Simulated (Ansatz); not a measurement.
# C₂H₄ClNSi: up Jacob's ladder to CCSD(T)

The task here is to estimate one member of a computed series from the others.

Program: Ansatz 0.2.0, Gaussian basis. Level of theory: functionals in def2-TZVPP, the program's frozen cores in correlated methods. These are calculated values, not measurements.

Plan: PBE-D4, r2SCAN-D4, PBE0-D4, B3LYP-D4, ωB97X-V, ωB97M-V, B2PLYP; CCSD(T)/def2-TZVPP; MP2/def2-QZVPP; extrapolation to the limit.

## The geometry

The geometry comes from an earlier relaxation with PBE0-D4 in a triple-zeta def2 set; it is a stationary point, not always the lowest conformer.

SMILES `C=C1N[SiH]1Cl`, 9 atoms, charge 0, spin multiplicity 1.

Atoms are counted from 1 here; the program's logs count them from 0.

Bond lengths: C1–C2 1.325 Å, C1–H6 1.081 Å, C1–H7 1.085 Å, C2–N3 1.408 Å, C2–Si4 1.802 Å, N3–Si4 1.688 Å, N3–H8 1.007 Å, Si4–Cl5 2.036 Å, Si4–H9 1.473 Å. Angles: C2–C1–H6 120.2°, C2–C1–H7 121.8°, H6–C1–H7 118.1°, C1–C2–N3 136.7°, C1–C2–Si4 161.1°, N3–C2–Si4 62.0°, C2–N3–Si4 70.6°, C2–N3–H8 129.4°, Si4–N3–H8 156.8°, C2–Si4–N3 47.4°, C2–Si4–Cl5 122.1°, C2–Si4–H9 127.1°, N3–Si4–Cl5 120.8°, N3–Si4–H9 119.9°, Cl5–Si4–H9 107.5°.

Set-up of the first run:

in.yaml reads:

```yaml
crystal:
  periodic: [false, false, false]
  atoms:
    - {symbol: C, position_ang: [1.494314, 0.025251, -0.901428]}
    - {symbol: C, position_ang: [0.410515, -0.015685, -0.140588]}
    - {symbol: N, position_ang: [-0.518711, -0.991635, 0.266010]}
    - {symbol: Si, position_ang: [-0.986020, 0.514256, 0.868122]}
    - {symbol: Cl, position_ang: [-2.578583, 1.505635, 0.077178]}
    - {symbol: H, position_ang: [2.026253, 0.956215, -1.039610]}
    - {symbol: H, position_ang: [1.874524, -0.859220, -1.402591]}
    - {symbol: H, position_ang: [-0.640807, -1.934386, -0.065221]}
    - {symbol: H, position_ang: [-0.993086, 0.753368, 2.321129]}
basis:
  gaussian: {orbitals: def2-TZVPP}
hamiltonian: {xc: pbe, dispersion: d4}
output: {forces: true, orbitals: {seedname: orbitals}}
```

On the command line:

```console
ansatz run in.yaml --threads 4 --pin off --events-out ev --progress --plain --max-ram 10444MiB
```

Steps of the session up to this table: PBE-D4 (GGA); r2SCAN-D4 (meta-GGA); PBE0-D4 (hybrid); B3LYP-D4 (hybrid); ωB97X-V (range-separated); ωB97M-V (range-separated); B2PLYP (double hybrid); CCSD(T) in def2-TZVPP; MP2 in def2-QZVPP.

One of the session's tables, all rows but one given; the rest of the session is left out.

It belongs to the step «Atomisation energies». 

```
            method  atomisation energy (kJ/mol)
            PBE-D4                       3514.4
         r2SCAN-D4                       3419.7
           PBE0-D4                       3432.4
          B3LYP-D4                       3401.9
           ωB97X-V                       3417.5
           ωB97M-V                       3421.1
            B2PLYP                            ?
     HF/def2-TZVPP                       2362.4
    MP2/def2-TZVPP                       3369.4
   CCSD/def2-TZVPP                       3211.6
CCSD(T)/def2-TZVPP                       3281.1
           MP2/CBS                       3480.6
       CCSD(T)/CBS                       3392.3
```

Q: Estimate the row for B2PLYP from the others.

As computed: atomisation energy (kJ/mol): 3361.6. In the column «atomisation energy (kJ/mol)» it lies between CCSD(T)/def2-TZVPP (3281.1) and MP2/def2-TZVPP (3369.4).
